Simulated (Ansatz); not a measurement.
# ReP (rocksalt): equation of state

The task here is to estimate one member of a computed series from the others.

Computed with Ansatz 0.2.0 (DFT r²SCAN, scalar-relativistic, plane waves, PAW, unless a step's input says otherwise).

2 further runs of the same task are left out: 1 for a known fault of the program, 1 that didn't finish. Runs told in other sessions of the task aren't counted.

**Starting point**

It takes space group Fm-3m (No. 225, cubic). Conventional cell: a = 4.892 Å, b = 4.892 Å, c = 4.892 Å, α = 90.00°, β = 90.00°, γ = 90.00°. Around Re (site symmetry m-3m) lie 6 P at 2.45 Å. P (site symmetry m-3m) has 6 Re at 2.45 Å in its first shell of neighbours.

Structure file:

```xyz
2
Lattice="0.0000 2.4459 2.4459 2.4459 0.0000 2.4459 2.4459 2.4459 0.0000" Properties=species:S:1:pos:R:3 pbc="T T T"
Re    2.4459    2.4459    2.4459
P     0.0000    0.0000    0.0000
```

An earlier run at r²SCAN left this cell at 14.632 Å³/atom and 0.00 GPa (12×12×12 mesh).

Volume factors to run: 0.980, 1.020, 0.960, 1.040, 1.070.

Set-up of the first run:

input.yaml reads:

```yaml
crystal:
  lattice:
    - [0.0, 2.4294353762, 2.4294353762]
    - [2.4294353762, 0.0, 2.4294353762]
    - [2.4294353762, 2.4294353762, 0.0]
  atoms:
    - { symbol: Re, position: [0.5, 0.5, 0.5] }
    - { symbol: P, position: [0.0, 0.0, 0.0] }
basis:
  ecutwfc: 500
  ecutrho_ratio: 4
kpoints:
  mp_grid: { grid: [12, 12, 12] }
hamiltonian:
  xc: r2scan
scf:
  occupations: { method: gaussian, width: 0.05 }
output:
  forces: true
  stress: true
  eigenvalues: true
```

The run is started by

```bash
ansatz run input.yaml --threads 2 --pin off --max-ram 2662MiB --backend cpu --events-out ev --progress --plain --runs-dir out
```

Among the steps run: At 0.980 of the relaxed volume; Volume × 1.020; At 0.960 of the relaxed volume; Scaling the volume by 1.040; Scaling the volume by 1.070.

One of the session's tables, all rows but one given; the rest of the session is left out.

It belongs to the step «The fit». 

```
volume (Å³/atom)  energy (meV/atom)  pressure (GPa)
          14.046              18.04           10.23
          14.339               4.35            4.84
          14.632               0.00            0.00
          14.924                  ?               ?
          15.217              15.56           -8.22
          15.656              45.24          -13.31
```

**Question.** Estimate the row for volume (Å³/atom) = 14.924.

Worked estimate for «energy (meV/atom)». A straight line through the neighbours (14.632, 0.00) and (15.217, 15.56) gives 0.00 + (15.56 − 0.00) × (14.924 − 14.632) / (15.217 − 14.632) = 7.77; a parabola fitted to 4 rows on both sides gives 4.17.

**Answer.** energy (meV/atom): 4.03; pressure (GPa): -4.34. In «energy (meV/atom)» the line misses by +3.74 and the parabola by +0.14.
